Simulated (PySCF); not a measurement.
# N2Re2 (Re2(N)2): the cost of one run

Computed with PySCF 2.14.0. Level: several levels, as the steps say, no spin–orbit coupling.

3 further runs of the same task are left out: 2 for a known fault of the program, 1 that didn't finish.

## Step 1: The system as given

4 atoms, charge 0, spin multiplicity 3.

Bond lengths: Re1–Re2 2.768 Å, Re1–N3 1.810 Å, Re1–N4 1.810 Å, Re2–N3 1.810 Å, Re2–N4 1.810 Å. Angles: Re2–Re1–N3 40.1°, Re2–Re1–N4 40.1°, N3–Re1–N4 80.3°, Re1–Re2–N3 40.1°, Re1–Re2–N4 40.1°, N3–Re2–N4 80.3°, Re1–N3–Re2 99.7°, Re1–N4–Re2 99.7°.

Geometry (Å):

```xyz
4
charge 0, multiplicity 3
Re    0.00000    0.00000    1.38412
Re    0.00000    0.00000   -1.38412
N     1.16693    0.00000    0.00000
N    -1.16693    0.00000    0.00000
```

Formal oxidation states: Re +3. An earlier session relaxed this geometry at PBE, Re def2-SVP with ECP60, N def2-SVP (triplet, point group D2h).

At PBE on the finer grid: E = -265.869080 Eh, HOMO -4.10 eV, LUMO -3.81 eV (over both spins), ⟨S²⟩ = 2.028, Mulliken charge on Re1 +0.31 e, largest force component 0.018 eV/Å. 

Levels to run: TPSS; PBE0; wB97X; CAM-B3LYP; PBE, TZVP; PBE, x2c-SVP. Hardware: 2 threads of Intel Xeon Platinum 8488C (Sapphire Rapids), shared host.

## Step 2: TPSS

Contents of run.py (the lines that set the calculation):

```python
mol = gto.M(atom='''
Re     0.00000     0.00000     1.38412
Re     0.00000     0.00000    -1.38412
N      1.16693     0.00000     0.00000
N     -1.16693     0.00000     0.00000''',
    basis={'Re': 'def2-SVP', 'N': 'def2-SVP'},
    ecp={'Re': 'def2-SVP'},
    charge=0, spin=2)
mf = dft.UKS(mol, xc='TPSS')
mf.grids.atom_grid = (75, 302)
mf = mf.density_fit()  # fitting sets: Re def2-universal-JKFIT, N def2-universal-JKFIT
mf.conv_tol = 1e-08; mf.max_cycle = 55
mf.kernel(dm0)  # dm0: the density of the relaxed state
```

Command:

```console
$ OMP_NUM_THREADS=2 python run.py
```

**Question.** How long does this run take on 2 threads of Intel Xeon Platinum 8488C (Sapphire Rapids), shared host?

About 8.9 s.
